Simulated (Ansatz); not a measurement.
# BGeHF (quartet): wave-function methods side by side at a displaced geometry (v1), cc-pVDZ

An exercise on one series of results from a longer session: the logs are not shown, and one member is left open.

The runs use Ansatz 0.2.0, Gaussian basis; cc-pVDZ, core rule «outside noble gas», up to 16 orbitals frozen.

The runs, in order: UHF; CCSD(T) on ROHF; CCSD(T) on UHF; BCCD(T) on ROHF; CISD as a restricted active space (open shells left free, so some higher excitations enter); CCSDT(Q) on ROHF; CCSDT(Q) on UHF.

20 further runs of the same task are left out: 11 that didn't finish, 9 set aside as unsound or not needed. Runs told in other sessions of the task aren't counted.

## The geometry

The geometry is a PBE0/def2-TZVP stationary point (not a proven minimum) with its atoms shifted at random (size 0.040 Å). No spin-orbit coupling is included. The filled d shell of Ge may be among the frozen orbitals whatever the setting's name suggests.

4 atoms, charge 0, spin multiplicity 4.

Atoms are counted from 1 here; the program's logs count them from 0.

Bond lengths: B1–Ge2 1.905 Å, Ge2–F3 1.757 Å, Ge2–H4 1.533 Å. Angles: B1–Ge2–F3 125.4°, B1–Ge2–H4 135.6°, F3–Ge2–H4 98.9°.

Set-up of the first run:

File in.yaml:

```yaml
crystal:
  periodic: [false, false, false]
  atoms:
    - {symbol: B, position_ang: [-0.007528, -0.811867, 1.739910]}
    - {symbol: Ge, position_ang: [-0.008361, 0.213376, 0.134752]}
    - {symbol: F, position_ang: [0.039603, -0.444355, -1.494038]}
    - {symbol: H, position_ang: [-0.063174, 1.705977, -0.212494]}
basis:
  gaussian: {orbitals: cc-pVDZ}
magnetization: {spin_polarized: true, initial_magnetization: 3}
hamiltonian: {xc: hf}
output: {orbitals: {seedname: orbitals}}
```

Started as:

```console
$ ansatz run in.yaml --threads 1 --pin off --events-out ev --progress --plain --max-ram 2393MiB
```

Among the steps run: UHF; CCSD(T) on ROHF; CCSD(T) on UHF; BCCD(T) on ROHF; CISD as a restricted active space (open shells left free, so some higher excitations enter); CCSDT(Q) on ROHF; CCSDT(Q) on UHF.

One table of the session follows, with a row left open; its other results are not shown here.

It belongs to the step «Misses and costs». 

| method | from UCCSDT(Q) (kcal/mol) |
| --- | --- |
| ROHF | +213.76 |
| UHF | +212.79 |
| RMP2 | +21.63 |
| UMP2 | +21.84 |
| RCCSD | +6.60 |
| UCCSD | +6.53 |
| RCCSD(T) | +1.42 |
| UCCSD(T) | +1.37 |
| BCCD(T) | ? |
| RCCSDT | +0.60 |
| UCCSDT | +0.56 |
| RCCSDT(Q) | +0.13 |
| UCCSDT(Q) | 0 |

Q: Estimate the row for BCCD(T) from the others.

**Answer.** from UCCSDT(Q) (kcal/mol): +1.30. In the column «from UCCSDT(Q) (kcal/mol)» it lies between RCCSDT (+0.60) and UCCSD(T) (+1.37).

Not comparable, so not listed: CISD as a restricted active space (open shells left free, so some higher excitations enter) (they don't share determinant, frozen orbitals or solution with the rows shown, or repeat one).

To keep in mind: Restricted and unrestricted rows rest on different reference determinants; a gap between their highest levels can come from leftover correlation error, from unlike frozen cores or from another state.
